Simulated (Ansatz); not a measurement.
# C2H7Si, SMILES C[SiH]C: an atomisation energy

Program: the Python package of Ansatz (0.2.0).

Notebook, run cell by cell (the value of a cell's last expression is shown):

In [1]:
```python
from collections import Counter

import ansatz as az
```

In [2]:
```python
def energy(molecule, charge=0, unpaired=0):
    calc = molecule.calculation().basis(gaussian="def2-TZVPP").functional("B3LYP")
    if charge:
        calc = calc.charge(charge)
    if unpaired:
        calc = calc.spin("collinear", total=unpaired)
    report = calc.run().report
    if report["published_state_doubts"]:
        print("  doubts:", report["published_state_doubts"])
    return report["free_energy_ev"]
```

In [3]:
```python
geometry_ang = [
    ("C", (-1.0231, 0.6837, -0.8452)),
    ("Si", (0.5532, 0.6467, 0.0075)),
    ("C", (0.6974, -0.8556, 1.0466)),
    ("H", (-1.1247, -0.1069, -1.5428)),
    ("H", (-1.1594, 1.6395, -1.4633)),
    ("H", (-1.9011, 0.7245, -0.1446)),
    ("H", (1.6929, 0.7213, -0.9724)),
    ("H", (-0.0247, -0.8916, 1.8058)),
    ("H", (1.6929, -0.845, 1.63)),
    ("H", (0.6797, -1.7677, 0.4812)),
]
geometry = az.Crystal.molecule()
for symbol, xyz in geometry_ang:
    geometry = geometry.atom(symbol, xyz)
```

In [4]:
```python
# unpaired electrons of the ground-state atoms
unpaired = {"C": 2, "Si": 2, "H": 1}
counts = Counter(site.symbol for site in geometry.cartesian_sites)
atom_energy = {s: energy(az.Crystal.molecule().atom(s, (0, 0, 0)), 0, unpaired[s]) for s in counts}
whole = energy(geometry, 0, 1)
for s, e in atom_energy.items():
    print(f"{s:2s} x{counts[s]}  {e:14.5f} eV")
print(f"C2H7Si: {whole:.5f} eV")
split = sum(counts[s] * e for s, e in atom_energy.items()) - whole
print(f"atomisation energy (no zero-point term): {96.485332 * split:.1f} kJ/mol, {split / sum(counts.values()):.3f} eV an atom")
```
```text
C  x2     -1030.20887 eV
Si x1     -7874.75980 eV
H  x7       -13.66431 eV
C2H7Si: -10066.57031 eV
atomisation energy (no zero-point term): 3448.6 kJ/mol, 3.574 eV an atom
```

3448.6 kJ/mol from the electronic energies, without the zero-point term.

What to keep in mind:
- These settings explore the input space; basis and method may be short of convergence.
- The geometry is a force-field or estimated start, not a minimum of this method, and the basis set is short of its limit. All parts are taken at fixed geometry, without zero-point energy.
- The run takes the species as open-shell (spin multiplicity 2), which needn't be its ground state.
- b3lyp holds the VWN-RPA fit, as in Gaussian; the form of ORCA and Turbomole is b3lyp5.
- Wall time of the script: 10 s on 1 thread of Arm Neoverse V1, with other jobs on the host, peak memory 0.51 GiB.
